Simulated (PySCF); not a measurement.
# A diatomic session: InN

The task here is to estimate one member of a computed series from the others.

Method: In cc-pVDZ-PP with ECP28, N cc-pVDZ, scalar-relativistic core potentials; program: PySCF 2.14.0.

The first run:

The job is set up so:

| Property | Result |
| --- | --- |
| atoms | In, N |
| charge | 0 |
| basis | In cc-pVDZ-PP with ECP28, N cc-pVDZ |
| Hamiltonian | scalar-relativistic core potentials |
| basis functions | 37 |
| electrons treated | 28 |
| masses in u | 114.9039, 14.0031 |
| levels | PBE0, PBE, r²SCAN, M06-2X, r²SCAN0, BHandHLYP, LC-ωPBE, HF, MP2, SCS-MP2, CCSD, CCSD(T) |
| grid | 80 radial by 434 angular points |
| occupations | held fixed by the projection of orbital angular momentum |
| dissociation limit | In + N, each in its ground configuration |
| starting distance in angstrom | 2.045 |
| values of 2S to try | 0, 2, 4 |

Launch:

```sh
$ OMP_NUM_THREADS=1 python dia.py task.json out
```

Among the steps run: Set-up; First curve: PBE0; Higher solutions at PBE0; PBE; r²SCAN; M06-2X (hybrid meta-GGA); r²SCAN0; BHandHLYP (global hybrid GGA); LC-ωPBE (range-separated hybrid); ROHF; MP2 and coupled cluster.

One table of the session follows, with a row left open; its other results are not shown here.

It belongs to the step «The curves together». Energy (eV) from each level's lowest point:

| R (Å) | ROHF | ROHF-MP2 | ROHF-SCS-MP2 | ROHF-CCSD | ROHF-CCSD(T) |
| --- | --- | --- | --- | --- | --- |
| 1.922 | 0.659 | 0.683 | 0.707 | n/a | n/a |
| 2.011 | 0.265 | 0.289 | 0.306 | 0.326 | 0.339 |
| 2.101 | 0.064 | 0.081 | 0.091 | 0.104 | 0.113 |
| 2.168 | 0.003 | 0.013 | 0.018 | 0.025 | 0.030 |
| 2.235 | 0.000 | 0.000 | 0.000 | 0.000 | 0.000 |
| 2.302 | 0.040 | 0.029 | 0.024 | 0.015 | 0.010 |
| 2.391 | 0.141 | 0.114 | 0.102 | 0.079 | 0.065 |
| 2.503 | ? | ? | ? | ? | ? |
| 2.637 | 0.571 | 0.494 | 0.461 | 0.377 | 0.336 |
| 2.816 | 0.936 | 0.816 | 0.767 | n/a | n/a |

**Question.** Estimate the row for R (Å) = 2.503.

Worked estimate for «ROHF». A straight line through the neighbours (2.391, 0.141) and (2.637, 0.571) gives 0.141 + (0.571 − 0.141) × (2.503 − 2.391) / (2.637 − 2.391) = 0.337; a parabola fitted to 4 rows on both sides gives 0.325.

As computed: ROHF: 0.318; ROHF-MP2: 0.269; ROHF-SCS-MP2: 0.247; ROHF-CCSD: 0.201; ROHF-CCSD(T): 0.176. In «ROHF» the line misses by +0.019 and the parabola by +0.007.

State 2 has its PBE0 minimum 0.22 eV higher. The other levels ran on the lowest alone.
